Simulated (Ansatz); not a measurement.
The system is BaH4.

```
Ba H
1.0
     2.29082    1.32260    3.53625
    -2.29082    1.32260    3.53625
     0.00000   -2.64521    3.53625
Ba H
1 4
Direct
  0.00000 0.00000 0.00000
  0.74087 0.74087 0.74087
  0.25913 0.25913 0.25913
  0.46369 0.46369 0.46369
  0.53631 0.53631 0.53631
```

The cell was built by a generator and needn't be a form met in nature.

Program: Ansatz 0.2.0. Alike in all runs: task band structure; potentials or basis Ansatz PAW; no spin polarisation; cell as given; k mesh 5 × 5 × 5; cutoff (eV) 420; smearing fermi-dirac 0.05 eV.

Task: Order these runs on this cell by their pressure, lowest first.
A. level RPBE
B. level PBEsol
C. level PBE

Result: B (-1.6 GPa), C (0.0 GPa), A (1.5 GPa).

Caveats: the PAW data sets come from PBE, with cores solved anew for the run's functional, which leaves a small shift of forces and pressure (some runs).
